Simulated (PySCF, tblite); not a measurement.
**CH₇Ge₂O radical: geometry, infrared bands and EPR parameters**

What infrared bands and EPR parameters should CH₇Ge₂O radical (`C[O][GeH][GeH3]`) show?

The runs use tblite 0.8.0 and PySCF 2.14.0, with density-fitted response routines of our own; the level of theory stands in each step. All values are computed, except where a source is named. Atoms are numbered from 0 throughout.

## Step 1: Starting geometry

11 atoms, charge 0, multiplicity 2; geometry from: force field or distance geometry start.

Bonds of the start (Å): C0–O1 1.38, O1–Ge2 1.76, Ge2–Ge3 2.33, C0–H4 1.13, C0–H5 1.11, C0–H6 1.10, Ge2–H7 1.51, Ge3–H8 1.54, Ge3–H9 1.55, Ge3–H10 1.55.

## Step 2: Optimising the geometry with GFN2-xTB

Job settings and geometry (Å):

```
{"job": {"kind": "relax", "xc": "GFN2-xTB", "basis": "xTB"}, "charge": 0, "multiplicity": 2}
C     -1.867700     0.125000     0.172500
O     -1.383800    -0.400700    -1.007100
Ge     0.302600    -0.913800    -0.967100
Ge     1.827700     0.448400     0.139600
H     -2.899800     0.524300    -0.035400
H     -1.995600    -0.636400     0.964100
H     -1.290200     0.972000     0.570700
H      0.563400    -2.405700    -0.989200
H      1.468500     0.830000     1.589300
H      3.200400    -0.276000     0.222100
H      2.079800     1.735800    -0.685400
```

Launch:

```sh
OMP_NUM_THREADS=1 python probes_run.py task.json out
```

This one command runs all jobs of the session in turn.

What it wrote:

```text
step      E/eV     max force
  0    -369.43597    2.968
  1    -369.65348    2.687
  2    -370.03594    2.386
  3    -370.15053    1.316
  4    -370.24135    0.681
  5    -370.27929    0.609
  6    -370.30751    0.653
  7    -370.32526    0.416
  8    -370.33541    0.237
  9    -370.34181    0.246
 10    -370.34837    0.290
 11    -370.35373    0.197
 12    -370.35770    0.184
 13    -370.36101    0.162
 14    -370.36481    0.186
 15    -370.36950    0.214
 16    -370.37398    0.170
 17    -370.37757    0.171
 18    -370.38048    0.143
 19    -370.38354    0.181
 20    -370.38685    0.170
 21    -370.38922    0.141
 22    -370.39102    0.146
 23    -370.39339    0.149
 24    -370.39713    0.199
 25    -370.40331    0.284
 26    -370.41211    0.310
 27    -370.42407    0.296
 28    -370.43811    0.276
 29    -370.44881    0.269
 30    -370.45549    0.292
 31    -370.45182    0.604
 32    -370.46615    0.205
 33    -370.47066    0.192
 34    -370.48267    0.239
 35    -370.48919    0.271
 36    -370.49549    0.185
 37    -370.49836    0.115
 38    -370.49990    0.119
 39    -370.50175    0.143
 40    -370.50436    0.129
 41    -370.50665    0.096
 42    -370.50742    0.096
 43    -370.50823    0.085
 44    -370.50897    0.075
 45    -370.50960    0.059
 46    -370.50991    0.035
 47    -370.51006    0.038
 48    -370.51018    0.032
 49    -370.51032    0.044
 50    -370.51048    0.056
 51    -370.51069    0.057
 52    -370.51095    0.055
 53    -370.51128    0.065
 54    -370.51166    0.060
 55    -370.51201    0.059
 56    -370.51225    0.042
 57    -370.51237    0.023
 58    -370.51244    0.020
 59    -370.51251    0.031
 60    -370.51261    0.039
 61    -370.51270    0.032
 62    -370.51277    0.021
 63    -370.51281    0.021
 64    -370.51285    0.018
 65    -370.51290    0.024
 66    -370.51297    0.027
 67    -370.51302    0.018
 68    -370.51305    0.011
 69    -370.51306    0.011
 70    -370.51308    0.011
 71    -370.51309    0.010
 72    -370.51310    0.009
```

Wall time 0.27 s (1 thread of Arm Neoverse V2, shared host).

Along the way: (not every step is listed)

| step | energy from step 0 (eV) | largest force (eV/Å) |
| --- | --- | --- |
| 0 | 0.0000 | 2.9680 |
| 1 | -0.2175 | 2.6868 |
| 2 | -0.6000 | 2.3861 |
| 3 | -0.7146 | 1.3156 |
| 4 | -0.8054 | 0.6807 |
| 5 | -0.8433 | 0.6086 |
| 6 | -0.8715 | 0.6533 |
| 7 | -0.8893 | 0.4163 |
| 8 | -0.8994 | 0.2374 |
| 13 | -0.9250 | 0.1616 |
| 18 | -0.9445 | 0.1429 |
| 23 | -0.9574 | 0.1492 |
| 28 | -1.0021 | 0.2761 |
| 33 | -1.0347 | 0.1918 |
| 38 | -1.0639 | 0.1195 |
| 43 | -1.0723 | 0.0853 |
| 48 | -1.0742 | 0.0316 |
| 53 | -1.0753 | 0.0652 |
| 58 | -1.0765 | 0.0197 |
| 63 | -1.0768 | 0.0206 |
| 67 | -1.0770 | 0.0180 |
| 68 | -1.0771 | 0.0112 |
| 69 | -1.0771 | 0.0110 |
| 70 | -1.0771 | 0.0108 |
| 71 | -1.0771 | 0.0104 |
| 72 | -1.0771 | 0.0094 |

Close pairs (by a distance rule), those that changed most:

```
   bond  before (Å)  after (Å)  change (Å)
Ge2–Ge3       2.325      2.548      +0.223
 Ge2–H7       1.515      1.599      +0.084
 Ge3–H9       1.554      1.516      -0.039
  C0–H4       1.126      1.094      -0.032
 O1–Ge2       1.763      1.795      +0.032
Ge3–H10       1.550      1.520      -0.030
 Ge3–H8       1.542      1.520      -0.022
  C0–O1       1.379      1.398      +0.019
```

The final coordinates are the input of the step that follows.

## Step 3: Infrared spectrum with GFN2-xTB

Job settings and geometry (Å):

```
{"job": {"kind": "ir", "xc": "GFN2-xTB", "basis": "xTB"}, "charge": 0, "multiplicity": 2}
C     -1.893483     0.132116     0.258866
O     -1.212943    -0.923386    -0.355958
Ge     0.214811    -0.808146    -1.437580
Ge     1.847405     0.425599     0.080981
H     -2.763615     0.427453    -0.334466
H     -2.241583    -0.213576     1.235593
H     -1.250380     1.008678     0.409236
H      0.521572    -2.364096    -1.235000
H      1.389610     0.674095     1.508630
H      3.224583    -0.183519     0.254013
H      2.169447     1.827453    -0.410277
```

What it wrote:

```text
mode    cm-1     km/mol
  1      16.2      0.37
  2      72.8      0.89
  3     110.4      0.31
  4     136.1      7.94
  5     167.4      5.09
  6     200.9      9.86
  7     227.2      9.04
  8     275.0      9.59
  9     445.6    108.53
 10     477.0     42.68
 11     630.2     96.30
 12     763.9    948.14
 13     848.8    144.17
 14     859.5    156.85
 15    1068.0     78.67
 16    1128.8      1.27
 17    1141.1      3.62
 18    1413.5    143.88
 19    1427.9    608.91
 20    1473.6      3.23
 21    1483.1      7.07
 22    1762.2    114.81
 23    1891.2    612.52
 24    1905.8    586.26
 25    2877.8     43.21
 26    2932.9     34.50
 27    2955.6     27.46
```

Run time: 0.2 s. Hardware: 1 thread of Arm Neoverse V2, shared host.

Which atoms move in the most intense modes:

```csv
cm⁻¹,km/mol,atoms
764,948.1,"H8 33 %, H10 32 %, H9 30 %"
849,144.2,"H8 45 %, H9 40 %, H10 14 %"
860,156.8,"H10 55 %, H9 24 %, H8 20 %"
1414,143.9,"H6 26 %, H4 24 %, H5 24 %, H7 17 %"
1428,608.9,H7 81 %
1762,114.8,"H8 40 %, H10 31 %, H9 28 %"
1891,612.5,"H10 49 %, H8 49 %"
1906,586.3,"H9 70 %, H10 18 %"
```

## Step 4: g tensor and hyperfine couplings: B3LYP/def2-TZVP-core+pcH-1

Settings changed since step 3:

```diff
@@ -1,2 +1,2 @@
-{"job": {"kind": "ir", "xc": "GFN2-xTB", "basis": "xTB"}, "charge": 0, "multiplicity": 2}
+{"job": {"kind": "epr", "basis": "pcH-1"}, "charge": 0, "multiplicity": 2}
 C     -1.893483     0.132116     0.258866
```

With the program's defaults for keys left out, this is: UKS B3LYP, def2-TZVP-core on Ge, pcH-1 on C H O, non-relativistic, mean-field spin-orbit, GIAO.

What it wrote:

```text
UKS, coarse grid
  cycle   1  E = -4271.42503045  |g| = 1.92e+00
  cycle   2  E = -4270.18899894  |g| = 2.05e+00
  cycle   3  E = -4271.15603917  |g| = 1.15e+00
  cycle   4  E = -4271.63658021  |g| = 2.15e-01
  cycle   5  E = -4271.64328205  |g| = 1.17e-01
  cycle   6  E = -4271.64673121  |g| = 1.93e-02
  cycle   7  E = -4271.64687337  |g| = 6.83e-03
  cycle   8  E = -4271.64688995  |g| = 1.65e-03
  cycle   9  E = -4271.64689686  |g| = 9.01e-04
UKS, final grid
  cycle   1  E = -4271.64691170  |g| = 9.58e-04
  cycle   2  E = -4271.64691097  |g| = 1.83e-03
  cycle   3  E = -4271.64691208  |g| = 2.48e-04
  cycle   4  E = -4271.64691211  |g| = 1.07e-04
  cycle   5  E = -4271.64691211  |g| = 3.30e-05
  cycle   6  E = -4271.64691211  |g| = 8.49e-06
E = -4271.64691211 Eh   <S^2> = 0.7534 (exact 0.7500)
g shifts (ppm)      1          2          3
  rmc          -192       -192       -192
  gc             16         -5         13
  oz_so       -1585       3917      22793
  total       -1760       3722      22615
hyperfine (MHz)  atom isotope    a_iso     a_fc   dipolar eigenvalues
    0   13C      -6.28      -6.34     -0.99     -0.29      1.28
    1   17O     -15.76     -14.39    -61.83     30.20     31.63
    2  73Ge    -225.04    -227.34    -46.83     22.74     24.10
    3  73Ge     -70.63     -71.28    -15.70      7.34      8.36
    4    1H      15.99      15.97     -2.14     -1.66      3.80
    5    1H      19.38      19.37     -2.03     -1.71      3.73
    6    1H      -0.43      -0.49     -1.92     -1.49      3.42
    7    1H     148.12     148.08     -4.31     -0.84      5.15
    8    1H      43.44      43.39     -2.52      0.51      2.01
    9    1H      44.03      43.98     -2.50      0.43      2.07
   10    1H      -9.27      -9.30     -2.68     -0.55      3.23
```

It took 3.8 min on 1 thread of Arm Neoverse V2, shared host; peak memory 1.4 GiB.

Principal g values 2.00056, 2.00604, 2.02493; g(iso) = 2.01051, against 2.00232 for a free electron.

Mean a(iso) over the nuclei that a row names, and the largest dipolar term of the row (other rows stand at the frozen geometry):

| nuclei | isotope | a(iso) (MHz) | a(iso) (G, at g = 2.0023) | largest dipolar term (MHz) |
| --- | --- | --- | --- | --- |
| Ge2 | 73Ge | -225.0 | -80.3 | -46.8 |
| H7 | 1H | 148.1 | 52.9 | 5.1 |
| Ge3 | 73Ge | -70.6 | -25.2 | -15.7 |
| H8, H9, H10 | 1H | 26.1 | 9.3 | 3.2 |
| O1 | 17O | -15.8 | -5.6 | -61.8 |
| H4, H5, H6 | 1H | 11.6 | 4.2 | 3.8 |
| C0 | 13C | -6.3 | -2.2 | 1.3 |

Mulliken spin populations:

| atom | value (e) |
| --- | --- |
| C0 | -0.01 |
| O1 | 0.16 |
| Ge2 | 0.57 |
| Ge3 | 0.14 |
| H4 | 0.01 |
| H5 | 0.01 |
| H6 | 0.00 |
| H7 | 0.08 |
| H8 | 0.02 |
| H9 | 0.03 |
| H10 | 0.00 |

In first order the couplings over 0.8 MHz of 1H give 32 distinct lines over 93.2 G, if the averaged nuclei exchange fast.

The fields below are evaluated on a grid from the run's orbitals.

ELF in a plane through or near 4 of the atoms.

Ten even steps from '0' (0.00) to '9' (1.00):
```
0000000000000000000000000000
0000000000000000000000000000
0000000000000000000000000000
0000000000000000000000000000
0000000000000000000000000000
0000000000110000220000000000
0000000112441006983000000000
0000001223553019996210000000
0000122213133007994453100000
0004898366624000438476300000
0017999723166225786343100000
0005999745773127427300000000
0001676323441115788610000000
0000000000244221256400000000
0000000000599995000000000000
0000000002899998100000000000
0000000001699997100000000000
0000000000157752000000000000
0000000000000000000000000000
0000000000000000000000000000
```
The map spans 11.6 Å across and 10.6 Å up, centred on the molecule. Atoms in the plane (x, y in Å): C0 (1.9, 0.4), O1 (1.3, -0.9), Ge3 (-1.9, 0.3), H7 (-0.3, -2.7).

log10 of the density (e/Å³) in the same plane.

Ten even steps from '0' (-4.0) to '9' (2.8):
```
0000000000000000000000000000
0000000000000000000000000000
0000000000000000000000000000
0000000000000000000000000000
0000001111111111111000000000
0000112223322222222211000000
0001123334433233443322100000
0011233445544334555443210000
0012334556554334566554321000
0112345579754434567654321000
0122345566654445666544321000
0012344444555556776433210000
0012233344455555665432100000
0001122233445555444321000000
0000011123445554333210000000
0000000112345544321100000000
0000000012233333211000000000
0000000001222222110000000000
0000000000011111000000000000
0000000000000000000000000000
```
The map spans 11.6 Å across and 10.6 Å up, centred on the molecule. Atoms in the plane (x, y in Å): C0 (1.9, 0.4), O1 (1.3, -0.9), Ge3 (-1.9, 0.3), H7 (-0.3, -2.7).

On the surface of density 0.002 e/bohr³ the electrostatic potential runs, from the 1st to the 99th percentile, from -1.26 V near O1 to 1.15 V near Ge2.

The spin density lies nearest to Ge2 51 %; O1 16 %; Ge3 12 %; H7 10 %.

## Step 5: Results

| quantity | value |
| --- | --- |
| strongest single infrared mode (GFN2-xTB) | 764 cm⁻¹, 948 km/mol |
| zero-point energy (GFN2-xTB) | 41.0 kcal/mol |
| g(iso) (B3LYP) | 2.01051 |
| ⟨S²⟩ | 0.753 (exact 0.75) |
| largest a(iso) (averaged by class) | 73Ge on Ge2, -225.0 MHz |
| surface potential, 1st and 99th percentile | -1.26 V and 1.15 V |

What this shows: Relaxing lowered the energy by 1.077 eV in 72 steps; the close pair that moved most is Ge2–Ge3, from 2.325 to 2.548 Å. All 27 modes are real, so the xTB geometry is a minimum. The strongest single mode, at 764 cm⁻¹, has its largest shares on H8, H10 and H9 (the list is cut at 3 atoms). Unscaled tight-binding wavenumbers are off by several per cent, some by more. Its intensities can rank the bands wrongly. The largest share of the spin, 0.57 e, sits on Ge2. The isotropic g lies 8.2 ppt above the free-electron value. The hyperfine terms hold no scalar relativity, which the heavier nuclei need.
